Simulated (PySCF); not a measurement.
# SiH2SF2 (SMILES F[SiH](F)S): levels of theory compared

Wanted: a comparison of 5 runs (HF/6-311G**, B3LYP/6-31G*, BLYP/def2-SVP, wB97X/6-31+G*) of SiH2SF2. The job is set up through a Python script.

The results are computed with PySCF 2.14.0.

### 1 The structure to begin with

SiH2SF2 has 6 atoms, charge 0, and is taken as a singlet. SMILES: `F[SiH](F)S`. Geometry: relaxed at PBE0-D4/def2-TZVP. This is one conformer, not always the lowest.

Bond lengths: F1–Si2 1.585 Å, Si2–F3 1.585 Å, Si2–S4 2.104 Å, Si2–H5 1.470 Å, S4–H6 1.346 Å. Angles: F1–Si2–F3 105.3°, F1–Si2–S4 111.3°, F3–Si2–S4 111.3°, F1–Si2–H5 109.7°, F3–Si2–H5 109.7°, S4–Si2–H5 109.4°, Si2–S4–H6 93.3°.

### 2 Energy and forces at HF/6-311G(d,p) (run 1)

Input file job.py:

```python
from pyscf import gto

molecule = gto.Mole()
molecule.atom = '''
F   -0.390100  -1.503700   0.703600
Si   0.413300  -0.308900   0.041100
F    0.491500  -0.663200  -1.501700
S   -0.555100   1.532600   0.355800
H    1.769100  -0.249400   0.605800
H   -1.686500   1.128700  -0.250700
'''
molecule.max_memory = 1860
molecule.verbose = 3
molecule.basis = '6-311g**'
molecule.build()

hf = molecule.RHF()
hf.conv_tol = 1e-10
hf.kernel()
if not hf.converged:
    hf = hf.newton().run(hf.mo_coeff, hf.mo_occ)

energy = hf.e_tot
print(f'total energy: {energy:.8f} hartree')
grad = hf.nuc_grad_method().kernel()
hf.analyze()
```

Run with:

```
$ OMP_NUM_THREADS=1 python job.py
```

The log of the run:

```text
converged SCF energy = -886.728705776713
[... 14 lines left out ...]
MO #4   energy= -26.3077267292448  occ= 2
[... 11 lines left out ...]
MO #16  energy= -0.806405130761886 occ= 2
[... 11 lines left out ...]
MO #28  energy= 0.149426866022893  occ= 0
[... 11 lines left out ...]
MO #40  energy= 0.726034836689005  occ= 0
[... 11 lines left out ...]
MO #52  energy= 1.30423479263449   occ= 0
[... 11 lines left out ...]
MO #64  energy= 1.87028919400677   occ= 0
[... 11 lines left out ...]
MO #76  energy= 4.19640582547013   occ= 0
[... 11 lines left out ...]
MO #88  energy= 6.79477148405533   occ= 0
[... 11 lines left out ...]
MO #100 energy= 192.231572976692   occ= 0
[... 7 lines left out ...]
Dipole moment(X, Y, Z, Debye):  0.15607,  0.66099,  0.31404
```

Wall time 12 s (1 thread of Intel Xeon at 2.70GHz, shared host); peak memory 0.21 GiB.

### 3 Energy and gradient at B3LYP/6-31G(d) (spherical functions) (run 2)

Input file job.py:

```python
import pyscf.grad
from pyscf import gto, dft

mol = gto.M(
    atom=[
    ('F', (-0.390100, -1.503700, 0.703600)),
    ('Si', (0.413300, -0.308900, 0.041100)),
    ('F', (0.491500, -0.663200, -1.501700)),
    ('S', (-0.555100, 1.532600, 0.355800)),
    ('H', (1.769100, -0.249400, 0.605800)),
    ('H', (-1.686500, 1.128700, -0.250700)),
],
    max_memory=1860,
    verbose=3,
    basis='6-31g*',
    spin=0,
)

myscf = dft.RKS(mol, xc='b3lyp')
myscf.conv_tol = 1e-10
myscf.grids.level = 5
myscf.kernel()
if not myscf.converged:
    myscf = myscf.newton().run(myscf.mo_coeff, myscf.mo_occ)

energy = myscf.e_tot
print('Final energy', energy)
grad = myscf.Gradients().kernel()
dip = myscf.dip_moment()
pop, q = myscf.mulliken_pop()
```

Run with:

```
$ OMP_NUM_THREADS=1 python job.py
```

The log of the run:

```text
converged SCF energy = -888.708449662393
Final energy -888.7084496623927
[... 9 lines left out ...]
Dipole moment(X, Y, Z, Debye): -0.03645,  0.28640,  0.09433
[... 75 lines left out ...]
charge of    5H =      0.12826
```

Run time: 22 s. Hardware: 1 thread of Intel Xeon at 2.70GHz, shared host; peak memory 0.67 GiB.

Run 3 isn't shown in full; the table further down has it.

### 4 Energy and gradient at BLYP/def2-SVP (run 4)

Input file job.py:

```python
# F[SiH](F)S
import pyscf.grad
from pyscf import gto, dft

mol = gto.M(
    atom='''
F     -0.737182    -2.841581     1.329611
Si     0.781024    -0.583736     0.077668
F      0.928800    -1.253266    -2.837802
S     -1.048987     2.896194     0.672365
H      3.343114    -0.471298     1.144796
H     -3.187023     2.132934    -0.473754
''',
    verbose=3,
    spin=0,
    basis='def2-svp',
    max_memory=1860,
    charge=0,
    unit='bohr',
)

ks = dft.RKS(mol, xc='blyp')
ks.conv_tol = 1e-10
ks.grids.level = 5
ks.kernel()
if not ks.converged:
    ks = ks.newton().run(ks.mo_coeff, ks.mo_occ)

e_tot = ks.e_tot
print('E(%s) = %.9f' % ('BLYP', e_tot))
grad = ks.Gradients().kernel()
ks.analyze()
```

Run with:

```
$ OMP_NUM_THREADS=1 python job.py
```

The log of the run:

```text
converged SCF energy = -888.312921278501
[... 12 lines left out ...]
MO #2   energy= -65.5608099133704  occ= 2
[... 8 lines left out ...]
MO #11  energy= -3.56615196996638  occ= 2
[... 8 lines left out ...]
MO #20  energy= -0.380409005591755 occ= 2
[... 8 lines left out ...]
MO #29  energy= 0.0421546484121844 occ= 0
[... 8 lines left out ...]
MO #38  energy= 0.44806191291531   occ= 0
[... 8 lines left out ...]
MO #47  energy= 0.819635724838093  occ= 0
[... 8 lines left out ...]
MO #56  energy= 1.27589592660988   occ= 0
[... 8 lines left out ...]
MO #65  energy= 2.94617907572917   occ= 0
[... 8 lines left out ...]
MO #74  energy= 3.49627521961253   occ= 0
[... 7 lines left out ...]
Dipole moment(X, Y, Z, Debye): -0.18123,  0.54441,  0.13479
```

Wall time 23 s (1 thread of Intel Xeon at 2.70GHz, shared host); peak memory 0.72 GiB.

### 5 Energy and gradient at wB97X/6-31+G(d) (spherical functions) (run 5)

Input file job.py:

```python
# F[SiH](F)S
import pyscf.grad
from pyscf import gto, dft

system = gto.Mole()
system.atom = [
    ('F', (-0.390100, -1.503700, 0.703600)),
    ('Si', (0.413300, -0.308900, 0.041100)),
    ('F', (0.491500, -0.663200, -1.501700)),
    ('S', (-0.555100, 1.532600, 0.355800)),
    ('H', (1.769100, -0.249400, 0.605800)),
    ('H', (-1.686500, 1.128700, -0.250700)),
]
system.max_memory = 1860
system.charge = 0
system.basis = '6-31+g*'
system.verbose = 3
system.build()

mf = dft.RKS(system)
mf.xc = 'wb97x'
mf.conv_tol = 1e-10
mf.grids.level = 5
mf.kernel()
if not mf.converged:
    mf = mf.newton().run(mf.mo_coeff, mf.mo_occ)

e_final = mf.e_tot
print(f'total energy: {e_final:.8f} hartree')
grad = mf.Gradients().kernel()
mf.analyze()
```

Run with:

```
$ OMP_NUM_THREADS=1 python job.py
```

The log of the run:

```text
converged SCF energy = -888.642151179814
[... 14 lines left out ...]
MO #4   energy= -24.779822624536   occ= 2
[... 9 lines left out ...]
MO #14  energy= -1.33279989106252  occ= 2
[... 9 lines left out ...]
MO #24  energy= -0.452918499813435 occ= 2
[... 9 lines left out ...]
MO #34  energy= 0.153804268019501  occ= 0
[... 9 lines left out ...]
MO #44  energy= 0.414427272329136  occ= 0
[... 9 lines left out ...]
MO #54  energy= 0.663116893770524  occ= 0
[... 9 lines left out ...]
MO #64  energy= 1.25586688964139   occ= 0
[... 9 lines left out ...]
MO #74  energy= 1.92641342815811   occ= 0
[... 9 lines left out ...]
MO #84  energy= 3.03599954228183   occ= 0
[... 7 lines left out ...]
Dipole moment(X, Y, Z, Debye):  0.00060,  0.56349,  0.21473
```

It took 53 s on 1 thread of Intel Xeon at 2.70GHz, shared host; peak memory 0.82 GiB.

### 6 All runs side by side

```
run                                level  integration grid  Cartesian functions  energy (Eh)  dipole moment (D)  HOMO energy (eV)  LUMO energy (eV)  wall time
  1                          HF/6-311G**                 –                   no  -886.728706               0.75            -11.26              3.13       12 s
  2   B3LYP/6-31G* (spherical functions)                 5                   no  -888.708450               0.30             -7.86              0.08       22 s
  3   B3LYP/6-31G* (Cartesian functions)                 5                  yes  -888.715770               0.31             -7.86              0.08       24 s
  4                        BLYP/def2-SVP                 5                   no  -888.312921               0.59             -6.56             -0.36       23 s
  5  wB97X/6-31+G* (spherical functions)                 5                   no  -888.642151               0.60            -10.73              1.53       53 s
```

### 7 Summary of results

| quantity | value |
| --- | --- |
| run 5: total energy | -888.64215 Eh |
| run 5: dipole moment | 0.60 D |
| run 5: HOMO energy | -10.73 eV |
| run 5: LUMO energy | 1.53 eV |
| run 5: HOMO–LUMO gap | 12.25 eV |
| run 5: largest force on an atom | 1.271 eV/Å |

In words: The dipole moment (its size) runs from 0.30 D (B3LYP/6-31G*) to 0.75 D (HF/6-311G**). The two ends differ in method and basis. The HOMO–LUMO gap runs from 6.19 eV (BLYP/def2-SVP) to 14.39 eV (HF/6-311G**). Totals of different functionals can't be ranked against each other. All runs together took 2.2 min, the longest 53 s.
